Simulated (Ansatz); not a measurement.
# AlBrH2O2: small, medium and large basis sets

Aim: see how fast density functionals converge with the basis set for AlBrH2O2.

The runs use Ansatz 0.2.0, Gaussian basis; one geometry, several basis sets.

The runs, in order: PBE0-D4/def2-SVP; ωB97M-V/def2-SVP; PBE0-D4/def2-QZVPP; ωB97M-V/def2-QZVPP; the functionals' def2-TZVPP values are taken from earlier runs.

### Step 1. The relaxed structure

The geometry comes from an earlier relaxation with PBE0-D4 in a triple-zeta def2 set; it is a stationary point.

6 atoms, charge 0, spin multiplicity 1.

Atoms are counted from 1 here; the program's logs count them from 0.

Bond lengths: O1–Al2 1.680 Å, O1–H5 0.956 Å, Al2–O3 1.680 Å, Al2–Br4 2.252 Å, O3–H6 0.956 Å. Angles: Al2–O1–H5 122.6°, O1–Al2–O3 118.2°, O1–Al2–Br4 120.9°, O3–Al2–Br4 120.9°, Al2–O3–H6 122.6°.

### Step 2. PBE0-D4 in def2-SVP

File in.yaml:

```yaml
crystal:
  periodic: [false, false, false]
  atoms:
    - {symbol: O, position_ang: [-0.080222, 1.421080, -0.824931]}
    - {symbol: Al, position_ang: [-0.029672, -0.053544, -0.021644]}
    - {symbol: O, position_ang: [1.110112, -0.254822, 1.196020]}
    - {symbol: Br, position_ang: [-1.450780, -1.714409, -0.561994]}
    - {symbol: H, position_ang: [-0.702087, 1.604045, -1.526924]}
    - {symbol: H, position_ang: [1.194649, -1.066350, 1.693272]}
basis:
  gaussian: {orbitals: def2-SVP}
hamiltonian: {xc: pbe0, dispersion: d4}
output: {orbitals: {seedname: orbitals}}
```

After this run come: ωB97M-V in def2-SVP; PBE0-D4 in def2-QZVPP; ωB97M-V in def2-QZVPP.

**Question.** What will the summary of the whole plan be? Wanted: PBE0-D4: double and triple zeta above quadruple; ωB97M-V: double and triple zeta above quadruple.

As calculated:

```
                                       quantity           value
PBE0-D4: double and triple zeta above quadruple  18.15, 1.90 eV
ωB97M-V: double and triple zeta above quadruple  18.12, 1.82 eV
```

For PBE0-D4 the step from double to triple zeta gains 16.25 eV and the next only 1.90 eV. These are total energies; as a rule much of such shifts cancels in differences, which this series doesn't test. The LUMO of ωB97M-V is positive and keeps falling with the basis (1.08 to 0.43 eV): an unbound level that the basis holds in place.
